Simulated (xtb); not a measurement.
# CH8NPSi (SMILES CN[SiH2]P): GFN2-xTB

We compute a geometry optimisation of CH8NPSi. 

The results are computed with xtb 6.7.1.

5 further runs of the same task are left out: 3 that didn't finish, 2 set aside as unsound or not needed.

**1. The molecule**

CH8NPSi: 12 atoms, total charge 0, spin state singlet. As SMILES, `CN[SiH2]P`. Geometry: a rough force-field guess. This is one conformer, not always the lowest. The run starts from this shape.

Bond lengths: C1–N2 1.433 Å, N2–Si3 1.677 Å, Si3–P4 2.163 Å, C1–H5 1.114 Å, C1–H6 1.172 Å, C1–H7 1.090 Å, N2–H8 0.972 Å, Si3–H9 1.512 Å, Si3–H10 1.512 Å, P4–H11 1.501 Å, P4–H12 1.403 Å. Some angles: C1–N2–Si3 122.8°, N2–Si3–P4 108.7°, C1–N2–H8 110.2°, Si3–N2–H8 108.5°, N2–C1–H5 113.4°, N2–C1–H6 107.7°, N2–C1–H7 115.3°, N2–Si3–H9 108.4°, N2–Si3–H10 109.0°, P4–Si3–H9 112.0°.

**2. A geometry optimisation at GFN2-xTB**

Contents of input.xyz:

```xyz
12
start
C      0.080400     1.747200    -0.595600
N     -0.353200     0.852800     0.436500
Si     0.425900    -0.594200     0.772100
P     -0.075700    -2.025000    -0.770800
H     -0.078400     1.347500    -1.622900
H     -0.609300     2.694300    -0.558200
H      1.093200     2.133700    -0.480900
H     -1.305400     0.676900     0.350000
H     -0.007900    -1.062700     2.142300
H      1.919500    -0.357800     0.782400
H     -1.460600    -2.291100    -0.256100
H      0.448600    -3.176800    -0.164900
```

Command:

```sh
$ xtb input.xyz --chrg 0 -o --gfn 2 --json -P 1 | tee out.txt
```

Q: Predict the results. Wanted: total energy at the end; dipole moment; HOMO energy; LUMO energy; HOMO–LUMO gap; dispersion energy; mean polarisability.

Computed results:

Level: GFN2-xTB.

| quantity | value |
| --- | --- |
| total energy at the end | -13.39629 Eh |
| dipole moment | 1.47 D |
| HOMO energy | -9.85 eV |
| LUMO energy | -5.43 eV |
| HOMO–LUMO gap | 4.42 eV |
| dispersion energy | -19.48 kJ/mol |
| mean polarisability (D4 model) | 78.4 bohr³ |

**Reading.** At the final geometry: Bond lengths: C1–N2 1.445 Å, N2–Si3 1.722 Å, Si3–P4 2.259 Å, C1–H5 1.096 Å, C1–H6 1.091 Å, C1–H7 1.088 Å, N2–H8 1.009 Å, Si3–H9 1.463 Å, Si3–H10 1.466 Å, P4–H11 1.385 Å, P4–H12 1.383 Å. Some angles: C1–N2–Si3 121.7°, N2–Si3–P4 112.8°, C1–N2–H8 111.4°, Si3–N2–H8 117.8°, N2–C1–H5 112.7°, N2–C1–H6 110.0°, N2–C1–H7 108.6°, N2–Si3–H9 104.3°, N2–Si3–H10 106.7°, P4–Si3–H9 114.0°. The optimisation took 24 steps and changed the energy by -0.516 eV. Mulliken charges run from -0.33 on N2 to +0.48 on Si3.
